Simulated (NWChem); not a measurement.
**Si2H5O2F (SMILES O[SiH2][SiH](O)F) at 6 levels**

Wanted: a comparison of 6 runs (HF/STO-3G, HF/3-21G, B3LYP/6-31G*, PBE/def2-SVP, TPSS/def2-SVPD) of Si2H5O2F. 

Program for the calculation: NWChem 7.3.0.

## 1. Starting point

Si2H5O2F has 10 atoms, charge 0, and is taken as a singlet. As SMILES, `O[SiH2][SiH](O)F`. Geometry: relaxed at PBE0-D4/def2-TZVP. This is one conformer, not always the lowest.

Bond lengths: O1–Si2 1.663 Å, Si2–Si3 2.352 Å, Si3–O4 1.635 Å, Si3–F5 1.602 Å, O1–H6 0.958 Å, Si2–H7 1.492 Å, Si2–H8 1.490 Å, Si3–H9 1.480 Å, O4–H10 0.962 Å. Some angles: O1–Si2–Si3 99.7°, Si2–Si3–O4 105.6°, Si2–Si3–F5 108.9°, O4–Si3–F5 110.9°, O1–Si2–H7 111.1°, O1–Si2–H8 111.3°, Si3–Si2–H7 113.0°, Si3–Si2–H8 114.4°, Si2–O1–H6 118.7°, Si2–Si3–H9 117.9°.

## 2. Energy and forces at HF/STO-3G (run 1)

File fh5o2si2.nw:

```
start fh5o2si2
memory total 2200 mb
geometry units angstroms noautosym nocenter noautoz
   O    -1.518400    0.514100   -0.738200
   Si   -0.930800   -0.209900    0.639100
   Si    1.370100   -0.175300    0.155000
   O     1.476200    0.043800   -1.461800
   F     2.047600    1.043300    0.943200
   H    -2.461200    0.668900   -0.811100
   H    -1.472500   -1.591400    0.792900
   H    -1.315800    0.554200    1.859000
   H     2.167200   -1.374800    0.495400
   H     0.720600    0.476000   -1.870700
end
basis spherical bse
   * library STO-3G
end
scf
   singlet
   rhf
   thresh 1e-08
   maxiter 80
   print medium
end
task scf gradient
```

Command:

```console
nwchem fh5o2si2.nw > fh5o2si2.out
```

Log:

```text
[...]
  functions       =    38
[...]
  wavefunction    = RHF
[...]
         Total SCF energy =   -819.879170649148
      One-electron energy =  -1765.049637154621
      Two-electron energy =    634.253391464132
 Nuclear repulsion energy =    310.917075041341
        Time for solution =      1.6s
[...]
                         RHF ENERGY GRADIENTS
    atom               coordinates                        gradient
                 x          y          z           x          y          z
   1 O      -2.869360   0.971508  -1.394996   -0.032694  -0.004840   0.019041
   2 Si     -1.758957  -0.396653   1.207724   -0.005987   0.020417  -0.034486
   3 Si      2.589114  -0.331269   0.292908    0.030749   0.031401  -0.026858
   4 O       2.789614   0.082770  -2.762401   -0.034280   0.009298   0.018265
   5 F       3.869403   1.971551   1.782390   -0.007368  -0.011609  -0.002802
   6 H      -4.650994   1.264038  -1.532757    0.029323   0.001450  -0.010359
   7 H      -2.782622  -3.007310   1.498364   -0.010515  -0.030416   0.003142
   8 H      -2.486501   1.047286   3.513001   -0.007907   0.016324   0.026003
   9 H       4.095414  -2.597995   0.936170    0.017617  -0.020977   0.007376
  10 H       1.361737   0.899510  -3.535110    0.021062  -0.011048   0.000678
[...]
```

Run time: 2.9 s. Hardware: 1 thread of Intel Xeon 6975P-C (Granite Rapids), shared host; peak memory 0.096 GiB.

## 3. Energy and gradient at HF/3-21G (run 2)

File run.py:

```python
from ase import Atoms
from ase.calculators.nwchem import NWChem

system = Atoms(['O', 'Si', 'Si', 'O', 'F', 'H', 'H', 'H', 'H', 'H'], positions=[
    [-1.518400, 0.514100, -0.738200],
    [-0.930800, -0.209900, 0.639100],
    [1.370100, -0.175300, 0.155000],
    [1.476200, 0.043800, -1.461800],
    [2.047600, 1.043300, 0.943200],
    [-2.461200, 0.668900, -0.811100],
    [-1.472500, -1.591400, 0.792900],
    [-1.315800, 0.554200, 1.859000],
    [2.167200, -1.374800, 0.495400],
    [0.720600, 0.476000, -1.870700],
])

calc = NWChem(
    label='fh5o2si2',
    theory='scf',
    memory='2200 mb',
    basis='3-21G',
    basispar='spherical bse',
    scf={'nopen': '0', 'rhf': None, 'thresh': '1e-08', 'maxiter': '80', 'print': 'low'},
)
system.calc = calc

forces = system.get_forces()
print(f"energy = {system.get_potential_energy():.6f} eV")
print("forces (eV/A):")
for s, f in zip(system.symbols, forces):
    print(f"{s:2s} {f[0]:10.5f} {f[1]:10.5f} {f[2]:10.5f}")
```

Command:

```console
export ASE_NWCHEM_COMMAND="nwchem PREFIX.nwi > PREFIX.nwo"
python run.py
```

Log:

```text
energy = -22466.262475 eV
forces (eV/A):
O    -0.24513    0.36232   -0.70844
Si    0.47463   -0.60385    1.13807
Si   -0.00453   -1.64916    0.78712
O    -0.34180    0.34427   -0.79565
F     0.47056    1.12074    0.62000
H    -0.27351    0.23757   -0.46192
H     0.13395    0.04895    0.02149
H     0.11611   -0.07251   -0.00756
H    -0.28138    0.09421    0.03137
H    -0.04890    0.11740   -0.62442
```

The calculator wrote fh5o2si2.nwi:

```
title "fh5o2si2"

permanent_dir fh5o2si2

scratch_dir fh5o2si2

start fh5o2si2

geometry units angstrom nocenter noautosym noautoz
  O  -1.5184000000000000e+00 5.1410000000000000e-01 -7.3819999999999997e-01
  Si -9.3079999999999996e-01 -2.0990000000000000e-01 6.3910000000000000e-01
  Si 1.3701000000000001e+00 -1.7530000000000001e-01 1.5500000000000000e-01
  O  1.4762000000000000e+00 4.3799999999999999e-02 -1.4618000000000000e+00
  F  2.0476000000000001e+00 1.0432999999999999e+00 9.4320000000000004e-01
  H  -2.4611999999999998e+00 6.6890000000000005e-01 -8.1110000000000004e-01
  H  -1.4724999999999999e+00 -1.5913999999999999e+00 7.9290000000000005e-01
  H  -1.3158000000000001e+00 5.5420000000000003e-01 1.8590000000000000e+00
  H  2.1671999999999998e+00 -1.3748000000000000e+00 4.9540000000000001e-01
  H  7.2060000000000002e-01 4.7599999999999998e-01 -1.8707000000000000e+00
end

memory 2200 mb

basis spherical bse noprint
   * library 3-21G
end

scf
  nopen 0
  rhf
  thresh 1e-08
  maxiter 80
  print low
end

task scf gradient
```

fh5o2si2.nwo:

```text
Northwest Computational Chemistry Package (NWChem) 7.3.0
             --------------------------------------------------------

           Job information
           ---------------

    nwchem branch   = 7.3.0
    use scalapack   = T
    input           = fh5o2si2.nwi
    prefix          = fh5o2si2.
    data base       = fh5o2si2/fh5o2si2.db
    status          = startup
    nproc           =        1

           Memory information
           ------------------

[... 5 lines left out ...]
    hardfail = no
[... 113 lines left out ...]
       Final RHF  results
[... 3 lines left out ...]
      One-electron energy =  -1765.889400986379
[... 1 line left out ...]
 Nuclear repulsion energy =    310.917075041341
[... 3 lines left out ...]
                              NWChem Gradients Module
                              -----------------------

                         RHF ENERGY GRADIENTS

    atom               coordinates                        gradient
                 x          y          z           x          y          z
   1 O      -2.869360   0.971508  -1.394996    0.004767  -0.007046   0.013777
   2 Si     -1.758957  -0.396653   1.207724   -0.009230   0.011743  -0.022132
   3 Si      2.589114  -0.331269   0.292908    0.000088   0.032071  -0.015307
[... 6 lines of this table left out ...]
  10 H       1.361737   0.899510  -3.535110    0.000951  -0.002283   0.012143

 Task  times  cpu:        2.6s     wall:        2.6s
 Total times  cpu:        2.6s     wall:        2.6s
```

Wall time 3.6 s (1 thread of Intel Xeon 6975P-C (Granite Rapids), shared host); peak memory 0.096 GiB.

Runs 3 to 5 aren't shown in full; the table further down has their settings and results.

## 4. Energy and gradient at TPSS/def2-SVPD (run 6)

Changes to fh5o2si2.nw since step 2:

```diff
@@ -1,4 +1,6 @@
 start fh5o2si2
+title "FH5O2Si2"
 memory total 2200 mb
-geometry units angstroms noautosym nocenter noautoz
+charge 0
+geometry noautosym nocenter noautoz
    O    -1.518400    0.514100   -0.738200
@@ -15,11 +17,11 @@
 basis spherical bse
-   * library STO-3G
+   * library def2-SVPD
 end
-scf
-   singlet
-   rhf
-   thresh 1e-08
-   maxiter 80
-   print medium
+dft
+   xc xtpss03 ctpss03
+   grid fine
+   convergence energy 1e-08
+   iterations 100
+   mulliken
 end
-task scf gradient
+task dft gradient
```

Command:

```console
nwchem fh5o2si2.nw > fh5o2si2.out
```

Log:

```text
[...]
          Wavefunction type:  closed shell.
          No. of atoms     :    10
          No. of electrons :    58
[...]
          Charge           :     0
          Spin multiplicity:     1
[...]
          AO basis - number of functions:   157
[...]
              XC Information
              --------------
                  TPSS metaGGA Exchange Functional  1.000
             TPSS03 metaGGA Correlation Functional  1.000
[...]
 d= 0,ls=0.0,diis     1   -831.9998074465 -1.14D+03  1.63D-02  1.12D+00     5.6
[...]
 d= 0,ls=0.0,diis    11   -832.1360342355 -1.38D-10  1.14D-07  7.38D-10    54.2
         Total DFT energy =     -832.136034235492
      One electron energy =    -1770.936595924257
           Coulomb energy =      699.385703659444
    Exchange-Corr. energy =      -71.502217012020
 Nuclear repulsion energy =      310.917075041341
[...]
      Total Density - Mulliken Population Analysis
     ---------------------------------------------
    Atom       Charge   Shell Charges
 -----------   ------   -------------------------------------------------------
    1 O    8     8.51   1.99  1.08  0.64  0.04  2.89  1.70  0.15  0.01  0.01
    2 Si  14    13.83   2.00  1.98  1.06  0.12 -0.02  5.92  1.27  1.16  0.27  0.08
    3 Si  14    12.88   2.00  1.98  1.03 -0.41  0.11  5.92  1.20  0.64  0.42 -0.01
    4 O    8     8.68   1.99  1.09  0.64  0.16  2.89  1.69  0.20  0.01  0.01
    5 F    9     9.64   1.99  1.14  0.78  0.16  3.35  1.98  0.23  0.00  0.01
    6 H    1     0.89   0.72  0.08  0.06  0.03
    7 H    1     0.91   0.76  0.14  0.01  0.00
    8 H    1     0.91   0.76  0.15  0.01 -0.00
    9 H    1     1.00   0.76  0.20  0.01  0.03
   10 H    1     0.75   0.70 -0.02  0.06  0.01
[...]
  wavefunction    = closed shell
[...]
```

It took 71 s on 1 thread of Intel Xeon 6975P-C (Granite Rapids), shared host; peak memory 0.14 GiB.

## 5. The series

```csv
run,level,iteration cap,module,energy (Eh),dipole moment (D),HOMO energy (eV),LUMO energy (eV),wall time
1,HF/STO-3G,80,scf,-819.879171,2.67,-7.92,10.28,2.9 s
2,HF/3-21G,80,scf,-825.619924,–,–,–,3.6 s
3,B3LYP/6-31G* (spherical functions),100,dft,-832.401801,3.22,-7.65,-0.58,37 s
4,B3LYP/6-31G* (Cartesian functions),100,dft,-832.409281,3.22,-7.66,-0.62,25 s
5,PBE/def2-SVP,100,dft,-831.470575,3.00,–,–,20 s
6,TPSS/def2-SVPD,100,dft,-832.136034,3.03,-7.05,-1.50,71 s
```

## 6. Summary of results

```
                       quantity          value
            run 6: total energy  -832.13603 Eh
           run 6: dipole moment         3.03 D
             run 6: HOMO energy       -7.05 eV
             run 6: LUMO energy       -1.50 eV
           run 6: HOMO–LUMO gap        5.55 eV
run 6: largest force on an atom     1.779 eV/Å
```

**Reading.** Over runs 1, 3, 4, 5, 6 the dipole moment (its size) runs from 2.67 D (HF/STO-3G) to 3.22 D (B3LYP/6-31G*). The two ends differ in method and basis. Over runs 1, 3, 4, 6 the HOMO–LUMO gap runs from 5.55 eV (TPSS/def2-SVPD) to 18.21 eV (HF/STO-3G). Totals of different functionals can't be ranked against each other. In run 1 the basis is minimal, so the values are rough. All runs together took 2.7 min, the longest 71 s.
